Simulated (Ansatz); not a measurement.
**Molecular dynamics of Al16Cu8Sb**

input.yaml

```yaml
crystal:
  lattice:
    - [5.997796, 0.0, 0.0]
    - [0.0, 5.997796, 0.0]
    - [0.0, 0.0, 20.374581]
  atoms:
    - { symbol: Al, position: [0.1586069, 0.3413931, 0.0490808] }
    - { symbol: Al, position: [0.17414563, 0.66713765, 0.16116511] }
    - { symbol: Al, position: [0.85162208, 0.32616117, 0.16304445] }
    - { symbol: Al, position: [0.8413931, 0.6586069, 0.0490808] }
    - { symbol: Cu, position: [0.02485962, -0.00271285, 0.22579115] }
    - { symbol: Cu, position: [0.0, 0.0, 0.1077995] }
    - { symbol: Al, position: [0.67025054, 0.86246306, 0.15834826] }
    - { symbol: Al, position: [0.6586069, 0.1586069, 0.0490808] }
    - { symbol: Al, position: [0.3413931, 0.8413931, 0.0490808] }
    - { symbol: Al, position: [0.33858034, 0.16598784, 0.1606297] }
    - { symbol: Cu, position: [0.5, 0.5, 0.1077995] }
    - { symbol: Cu, position: [0.49201776, 0.50298498, 0.22274338] }
    - { symbol: Al, position: [0.17308287, 0.31476569, 0.28487626] }
    - { symbol: Al, position: [0.18974933, 0.64752231, 0.3874135] }
    - { symbol: Al, position: [0.83841568, 0.31719909, 0.38940166] }
    - { symbol: Al, position: [0.90995781, 0.6541144, 0.28319572] }
    - { symbol: Cu, position: [-0.00166692, 0.02257448, 0.46255101] }
    - { symbol: Cu, position: [0.01179849, -0.03479775, 0.35041592] }
    - { symbol: Al, position: [0.71621289, 0.7723334, 0.40692494] }
    - { symbol: Al, position: [0.68478232, 0.18750347, 0.27688957] }
    - { symbol: Al, position: [0.38595096, 0.85252294, 0.28253279] }
    - { symbol: Al, position: [0.36895354, 0.12730403, 0.39822459] }
    - { symbol: Cu, position: [0.52413811, 0.47413014, 0.33891848] }
    - { symbol: Cu, position: [0.47970152, 0.43421578, 0.44958506] }
    - { symbol: Sb, position: [0.043123, 0.48241591, 0.50551393] }
basis:
  ecutwfc: 420.0
kpoints:
  mp_grid: { grid: [2, 2, 1] }
hamiltonian:
  xc: pbesol
  pseudopotentials: { kind: paw, azcp: { folder: soft_1 } }
scf:
  occupations: { method: fermi_dirac, width: 0.1 }
  lower_state_search: "off"
md:
  timestep: 2
  n_steps: 150
  ensemble: nvt_nose_hoover
  temperature: 1050.0
  initial_velocities: maxwell_boltzmann
  seed: 972545
  nose_hoover: { tau: 200.0, chain_length: 3 }
  constraints: [{ sites: [0, 3, 5, 7, 8, 10] }]
```

Run as:

```bash
$ ansatz run input.yaml --threads 2 --pin off --max-ram 5120MiB --backend cpu --events-out ev --progress --plain --runs-dir out
```

It goes on from the last frame of an earlier run, with new velocities.

Output, in part (step lines):

```
md step     0: t =     0.00 fs  T =  1050.0 K  F+E_penalty+E_count = -67507.33726006 eV  E_kin = 2.578737 eV  conserved = -67504.75852308 eV  (17 SCF iters)
md step     1: t =     2.00 fs  T =  1049.7 K  F+E_penalty+E_count = -67507.33642845 eV  E_kin = 2.577984 eV  conserved = -67504.75844464 eV  (10 SCF iters)
md step     2: t =     4.00 fs  T =  1048.9 K  F+E_penalty+E_count = -67507.33455339 eV  E_kin = 2.576151 eV  conserved = -67504.75840285 eV  (10 SCF iters)
md step     3: t =     6.00 fs  T =  1048.0 K  F+E_penalty+E_count = -67507.33217786 eV  E_kin = 2.573777 eV  conserved = -67504.75840139 eV  (10 SCF iters)
md step     4: t =     8.00 fs  T =  1046.8 K  F+E_penalty+E_count = -67507.32924599 eV  E_kin = 2.570812 eV  conserved = -67504.75843699 eV  (10 SCF iters)
md step     5: t =    10.00 fs  T =  1045.1 K  F+E_penalty+E_count = -67507.32514286 eV  E_kin = 2.566647 eV  conserved = -67504.75850139 eV  (4 SCF iters)
md step     6: t =    12.00 fs  T =  1042.5 K  F+E_penalty+E_count = -67507.31881993 eV  E_kin = 2.560250 eV  conserved = -67504.75858174 eV  (4 SCF iters)
md step     7: t =    14.00 fs  T =  1038.4 K  F+E_penalty+E_count = -67507.30897904 eV  E_kin = 2.550337 eV  conserved = -67504.75866385 eV  (3 SCF iters)
[... lines left out ...]
md step   150: t =   300.00 fs  T =  1057.3 K  F+E_penalty+E_count = -67506.33696454 eV  E_kin = 2.596734 eV  conserved = -67504.75684508 eV  (9 SCF iters)
```

The steps, from the saved trajectory:

| time (fs) | T (K) | potential energy less start (eV) | conserved less start (meV/atom) |
| --- | --- | --- | --- |
| 0.0 | 1050 | 0.000 | 0.00 |
| 10.0 | 1045 | 0.012 | 0.00 |
| 20.0 | 1013 | 0.091 | -0.01 |
| 30.0 | 914 | 0.335 | 0.00 |
| 40.0 | 782 | 0.660 | 0.02 |
| 50.0 | 714 | 0.832 | 0.05 |
| 60.0 | 805 | 0.616 | 0.03 |
| 70.0 | 970 | 0.219 | -0.04 |
| 80.0 | 985 | 0.197 | -0.05 |
| 90.0 | 797 | 0.672 | 0.01 |
| 100.0 | 628 | 1.102 | 0.07 |
| 110.0 | 655 | 1.048 | 0.02 |
| 120.0 | 751 | 0.833 | 0.00 |
| 130.0 | 811 | 0.711 | 0.01 |
| 140.0 | 828 | 0.700 | 0.01 |
| 150.0 | 804 | 0.792 | 0.02 |
| 160.0 | 788 | 0.867 | 0.04 |
| 170.0 | 821 | 0.825 | 0.02 |
| 180.0 | 864 | 0.762 | 0.01 |
| 190.0 | 892 | 0.745 | 0.03 |
| 200.0 | 967 | 0.614 | 0.02 |
| 210.0 | 1050 | 0.470 | -0.02 |
| 220.0 | 989 | 0.684 | -0.01 |
| 230.0 | 832 | 1.127 | 0.07 |
| 240.0 | 801 | 1.255 | 0.05 |
| 250.0 | 872 | 1.134 | 0.02 |
| 260.0 | 947 | 1.011 | 0.04 |
| 270.0 | 1053 | 0.815 | 0.03 |
| 280.0 | 1142 | 0.666 | 0.01 |
| 290.0 | 1121 | 0.784 | 0.03 |
| 300.0 | 1057 | 1.000 | 0.07 |

The run went to its last step. The conserved energy stayed within 0.073 meV per atom of its start (net change 0.067 meV per atom), so the integration is sound. The mean temperature of the second half is 11 % below the set value. A run of 0.3 ps of so small a system gives no equilibrium averages. Limits of this set-up: coarse k mesh, thin slab, slab without dipole correction, PAW files made for another functional.

Mean squared displacements from the first frame to the last: Al 0.25 Å², Cu 0.19 Å², Sb 0.80 Å².

Last frame:

```xyz
25
Lattice="5.9978 0.0000 0.0000 0.0000 5.9978 0.0000 0.0000 0.0000 20.3746" Properties=species:S:1:pos:R:3
Al 0.951 2.048 1.000
Al 1.044 4.044 3.349
Al 5.168 2.168 3.412
Al 5.046 3.950 1.000
Cu 0.133 0.153 4.741
Cu 0.000 0.000 2.196
Al 3.885 5.166 3.331
Al 3.950 0.951 1.000
Al 2.048 5.046 1.000
Al 2.044 0.983 3.238
Cu 2.999 2.999 2.196
Cu 3.147 3.051 4.640
Al 1.294 1.963 5.703
Al 1.461 4.349 8.948
Al 5.164 2.134 8.030
Al 5.197 4.176 5.667
Cu -0.653 0.437 9.817
Cu -0.285 -0.219 7.066
Al 3.724 5.174 8.351
Al 3.953 1.058 6.042
Al 2.011 5.057 5.900
Al 1.619 1.206 8.915
Cu 2.932 2.935 7.072
Cu 3.403 2.811 9.630
Sb -0.390 2.824 10.912
```

Run time: 21 min on 2 threads of Arm Neoverse V2, on a shared host, peak memory 1.7 GiB.
